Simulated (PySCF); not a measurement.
**La³⁺: ionisation energy in x2c-QZVPPall**

Each state of lanthanum is computed at each level; their differences give the ionisation energy. How far do the methods differ?

The numbers are computed with PySCF 2.14.0 (unrestricted determinants in a Gaussian basis, no spin-orbit coupling in the energies), except any that are marked as measured or tabulated.

### Step 1. The atom as given

```
Element                   : lanthanum (Z = 57)
Basis                     : x2c-QZVPPall
Hamiltonian               : the spin-free X2C one-electron Hamiltonian (Gaussian nucleus)
State 1                   : La³⁺: [Xe], closed-shell 1S
Needed too, but not shown : La²⁺ [Xe] 5d1 (2D)
Methods                   : B3LYP, TPSS
```

Outer shells as boxes (Hund's rule):

La3+ [Xe]
```
[Kr] core
4d [↑↓][↑↓][↑↓][↑↓][↑↓]
5s [↑↓]
5p [↑↓][↑↓][↑↓]
```

The runs were made by one driver on top of PySCF. The scripts below sum up each run's settings (the driver also hands on starting orbitals that pick excited configurations, and frozen orbitals as a list rather than a count), and the logs come from the driver's own runs. The driver starts from symmetry-adapted Hartree-Fock orbitals, holds the occupation by maximum overlap and uses a logarithmic radial grid for functionals, so a plain start would take other cycles.

The integrals over 151 functions and the set-up took 20 s of CPU time.

### Step 2. La³⁺, method by method

#### B3LYP

Contents of input.py:

```python
from pyscf import gto, scf, dft, mp, cc
import basis_set_exchange as bse
mol = gto.M(atom="La 0 0 0", charge=3, spin=0, symmetry="D2h",
            basis=gto.basis.parse(bse.get_basis("x2c-QZVPPall", elements=["La"], fmt="nwchem")),
            nucmod="G")
mf = dft.UKS(mol, xc="B3LYP").sfx2c1e()
mf.irrep_nelec = {'Ag': (9, 9), 'B1g': (2, 2), 'B2g': (2, 2), 'B3g': (2, 2), 'B1u': (4, 4), 'B2u': (4, 4), 'B3u': (4, 4)}
mf.kernel()
```

#### TPSS

Changes to input.py:

```diff
@@ -5,3 +5,3 @@
             nucmod="G")
-mf = dft.UKS(mol, xc="B3LYP").sfx2c1e()
+mf = dft.UKS(mol, xc="TPSS").sfx2c1e()
 mf.irrep_nelec = {'Ag': (9, 9), 'B1g': (2, 2), 'B2g': (2, 2), 'B3g': (2, 2), 'B1u': (4, 4), 'B2u': (4, 4), 'B3u': (4, 4)}
```

Q: Predict the outcome of this session.

As calculated:

```
               quantity                                         value
ionisation energy, La²⁺  UHF 18.218, TPSS 19.247 eV; reference 19.177
```

In words: The methods span 1.042 eV, from UHF (18.218) to B3LYP (19.260). The reference is uncertain or not like for like (spin-orbit coupling or other relativistic terms), so no ranking of close methods is drawn. All values hold for this basis alone; no basis-set limit was taken.
